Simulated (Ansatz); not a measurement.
# CH5GeN: functionals against CCSD(T) at one geometry

One table from this session's results is given with a row withheld; the runs are named, their logs left out.

The runs use Ansatz 0.2.0, Gaussian basis; single points in def2-TZVPP.

Correlated methods freeze the cores. Filled d shells of the heavier atoms are correlated.

## The starting structure

SMILES `C=[N][GeH3]`, 8 atoms, charge 0, spin multiplicity 1.

Atoms are counted from 1 here; the program's logs count them from 0.

Bond lengths: C1–N2 1.391 Å, C1–H4 1.224 Å, C1–H5 1.096 Å, N2–Ge3 1.942 Å, Ge3–H6 1.380 Å, Ge3–H7 1.321 Å, Ge3–H8 1.492 Å. Angles: N2–C1–H4 127.0°, N2–C1–H5 112.0°, H4–C1–H5 119.8°, C1–N2–Ge3 124.3°, N2–Ge3–H6 102.9°, N2–Ge3–H7 99.0°, N2–Ge3–H8 115.0°, H6–Ge3–H7 111.3°, H6–Ge3–H8 113.5°, H7–Ge3–H8 113.8°.

Geometry (Å):

```xyz
8
charge 0, multiplicity 1
C    -0.5777    1.1689   -0.9668
N     0.5023    0.3537   -0.6439
Ge    0.5175   -0.9064    0.8334
H    -1.7416    1.0225   -0.6161
H    -0.3354    1.8714   -1.7728
H     0.2995   -0.0975    1.9302
H     1.7793   -1.2903    0.7632
H    -0.4607   -2.0263    0.7157
```

Set-up of the first run:

run/in.yaml

```yaml
crystal:
  periodic: [false, false, false]
  atoms:
    - {symbol: C, position_ang: [-0.577700, 1.168900, -0.966800]}
    - {symbol: N, position_ang: [0.502300, 0.353700, -0.643900]}
    - {symbol: Ge, position_ang: [0.517500, -0.906400, 0.833400]}
    - {symbol: H, position_ang: [-1.741600, 1.022500, -0.616100]}
    - {symbol: H, position_ang: [-0.335400, 1.871400, -1.772800]}
    - {symbol: H, position_ang: [0.299500, -0.097500, 1.930200]}
    - {symbol: H, position_ang: [1.779300, -1.290300, 0.763200]}
    - {symbol: H, position_ang: [-0.460700, -2.026300, 0.715700]}
basis:
  gaussian: {orbitals: def2-TZVPP}
correlation: {method: ccsd_t}
output: {forces: true}
```

The command line of these runs was not kept.

Among the steps run: CCSD(T)/def2-TZVPP; PBE0-D4/def2-TZVPP; wB97M-V/def2-TZVPP; r2SCAN-D4/def2-TZVPP; PBE-D4/def2-TZVPP; BHLYP-D4/def2-TZVPP; LC-wPBE/def2-TZVPP.

One table of the session follows, with a row left open; its other results are not shown here.

| method | RMS force component (eV/Å) | angle to CCSD(T) forces (°) | dipole (D) |
| --- | --- | --- | --- |
| CCSD(T) | 2.346 | reference | 1.50 |
| PBE0-D4 | 2.578 | 5.6 | 1.52 |
| wB97M-V | 2.554 | 5.9 | 1.57 |
| r2SCAN-D4 | 2.465 | 4.5 | 1.44 |
| PBE-D4 | 2.423 | 4.1 | 1.37 |
| BHLYP-D4 | ? | ? | ? |
| LC-wPBE | 2.645 | 7.8 | 1.68 |

**Question.** Estimate the row for BHLYP-D4.

The run gave: RMS force component (eV/Å): 2.694; angle to CCSD(T) forces (°): 8.3; dipole (D): 1.65. In the column «RMS force component (eV/Å)» it is the highest.
